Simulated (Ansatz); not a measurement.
**H2Br (doublet): from Hartree-Fock to the top rungs at distance Br1–H2 along a hydrogen transfer = 1.421 Å, cc-pVDZ**

How much of the correlation energy of H2Br (doublet) does each wave-function method recover here?

Computed with Ansatz 0.2.0, Gaussian basis. Level: cc-pVDZ, core rule «outside noble gas», up to 14 orbitals frozen.

To be run: UHF; CCSD(T) on ROHF; CCSD(T) on UHF; BCCD(T) on ROHF; CISD; CCSDT(Q) on ROHF; CCSDT(Q) on UHF; CISDTQ; CCSDTQ on ROHF; CCSDTQ on UHF; CASSCF and MRCISD+Q, 3 electrons in 3 orbitals; CASSCF and NEVPT2, 3 electrons in 3 orbitals; CASSCF and MRCISD+Q, 9 electrons in 6 orbitals; CASSCF and NEVPT2, 9 electrons in 6 orbitals; Full CI.

### 1 The geometry

The geometry derives from fragments relaxed apart (PBE0/def2-TZVP) and kept rigid, so it is no stationary point. A hydrogen atom is moved between rigid fragments. No spin-orbit coupling is included. The filled d shell of Br may be among the frozen orbitals whatever the setting's name suggests; the logs give the count.

3 atoms, charge 0, spin multiplicity 2.

Atoms are counted from 1 here; the program's logs count them from 0.

Bond lengths: Br1–H2 1.421 Å.

### 2 UHF

File in.yaml:

```yaml
crystal:
  periodic: [false, false, false]
  atoms:
    - {symbol: Br, position_ang: [0.000000, 0.000000, -1.286867]}
    - {symbol: H, position_ang: [0.000000, 0.000000, 0.133733]}
    - {symbol: H, position_ang: [0.000000, 0.000000, 1.153133]}
basis:
  gaussian: {orbitals: cc-pVDZ}
magnetization: {spin_polarized: true, initial_magnetization: 1}
hamiltonian: {xc: hf}
output: {orbitals: {seedname: orbitals}}
```

On the command line:

```console
ansatz run in.yaml --threads 1 --pin off --events-out ev --progress --plain --max-ram 2816MiB --backend cpu
```

After this run come: CCSD(T) on ROHF; CCSD(T) on UHF; BCCD(T) on ROHF; CISD; CCSDT(Q) on ROHF; CCSDT(Q) on UHF; CISDTQ; CCSDTQ on ROHF; CCSDTQ on UHF; CASSCF and MRCISD+Q, 3 electrons in 3 orbitals; CASSCF and NEVPT2, 3 electrons in 3 orbitals; CASSCF and MRCISD+Q, 9 electrons in 6 orbitals; CASSCF and NEVPT2, 9 electrons in 6 orbitals; Full CI.

**Question.** What will the summary of the whole plan be? Wanted: FCI below the RHF energy; RMP2 from FCI; UMP2 from FCI; RCCSD from FCI; RCCSD(T) from FCI; UCCSD(T) from FCI; RCCSDT(Q) from FCI; UCCSDT(Q) from FCI; NEVPT2 pair from FCI.

**Answer**, as computed:

| quantity | value |
| --- | --- |
| FCI below the RHF energy | -4.3458 eV |
| RMP2 from FCI | +575.9 meV |
| UMP2 from FCI | +577.3 meV |
| RCCSD from FCI | +84.7 meV |
| RCCSD(T) from FCI | +16.0 meV |
| UCCSD(T) from FCI | +15.2 meV |
| RCCSDT(Q) from FCI | +0.6 meV |
| UCCSDT(Q) from FCI | +0.2 meV |
| NEVPT2 pair from FCI | +509.6 meV |
| MRCISD+Q pair from FCI | +3.2 meV |
| NEVPT2 valence from FCI | +817.8 meV |
| levels within 1 kcal/mol (43 meV) | RCCSD(T), UCCSD(T), BCCD(T), RCCSDT, UCCSDT, CISDTQ, RCCSDT(Q), UCCSDT(Q), RCCSDTQ, UCCSDTQ, MRCISD+Q pair, MRCISD+Q valence |
| T1 diagnostic | 0.025 |
| effectively unpaired electrons | 1.03 |

What this shows: RCCSD(T) misses by +16.0 meV, 0.4 % of the correlation energy. One determinant dominates. Of the multireference levels listed MRCISD+Q valence comes nearest in total energy (+1.1 meV), which doesn't show that its space is the better one. These misses are within one basis, not against nature; the frozen cores of restricted and unrestricted runs differ, which can shift their rows.
